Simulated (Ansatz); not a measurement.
# CoSi+ (septet): from Hartree-Fock to the top rungs, def2-SVP

One table from this session's results is given with a row withheld; the runs are named, their logs left out.

Computed with Ansatz 0.2.0, Gaussian basis. Level: def2-SVP, core rule «outside noble gas», up to 14 orbitals frozen.

The runs, in order: UHF; CCSD(T) on ROHF; CCSD(T) on UHF; CISD; CCSDT(Q) on ROHF; CCSDT(Q) on UHF; CASSCF and MRCISD+Q, 12 electrons in 10 orbitals; CASSCF and NEVPT2, 12 electrons in 10 orbitals.

9 further runs of the same task are left out: 3 that didn't finish, 6 set aside as unsound or not needed.

## The system

The geometry is a PBE0/def2-TZVP stationary point (not a proven minimum) of the parent state, kept for this charge and spin.

2 atoms, charge 1, spin multiplicity 7.

Atoms are counted from 1 here; the program's logs count them from 0.

Bond lengths: Co1–Si2 2.358 Å.

The first run:

Input file in.yaml:

```yaml
crystal:
  periodic: [false, false, false]
  atoms:
    - {symbol: Co, position_ang: [0.000000, 0.000000, 0.000000]}
    - {symbol: Si, position_ang: [0.000000, 0.000000, 2.357600]}
basis:
  gaussian: {orbitals: def2-SVP}
total_charge: 1
magnetization: {spin_polarized: true, initial_magnetization: 6}
hamiltonian: {xc: hf}
output: {orbitals: {seedname: orbitals}}
```

Started as:

```bash
ansatz run in.yaml --threads 1 --pin off --events-out ev --progress --plain --max-ram 2393MiB
```

Steps of the session up to this table: UHF; CCSD(T) on ROHF; CCSD(T) on UHF; CISD; CCSDT(Q) on ROHF; CCSDT(Q) on UHF; CASSCF and MRCISD+Q, 12 electrons in 10 orbitals; CASSCF and NEVPT2, 12 electrons in 10 orbitals.

One of the session's tables, all rows but one given; the rest of the session is left out.

| method | from RCCSDT(Q) (meV) |
| --- | --- |
| ROHF | +5661.8 |
| UHF | +5355.9 |
| RMP2 | +711.9 |
| UMP2 | +642.4 |
| CISD | +501.0 |
| RCCSD | +199.2 |
| UCCSD | +99.9 |
| RCCSD(T) | +34.9 |
| UCCSD(T) | -59.3 |
| RCCSDT | +1.0 |
| UCCSDT | -91.8 |
| RCCSDT(Q) | 0 |
| UCCSDT(Q) | -92.1 |
| CASSCF valence | +5224.7 |
| NEVPT2 valence | ? |
| MRCISD valence | +479.9 |
| MRCISD+Q valence | +149.1 |

Estimate the missing values for NEVPT2 valence.

As computed: from RCCSDT(Q) (meV): +1097.7. In the column «from RCCSDT(Q) (meV)» it lies between RMP2 (+711.9) and CASSCF valence (+5224.7).

Limits of these values: Restricted and unrestricted rows rest on different reference determinants; where their highest levels disagree by more than a few hundredths of an eV, they describe different states and don't form one ladder.
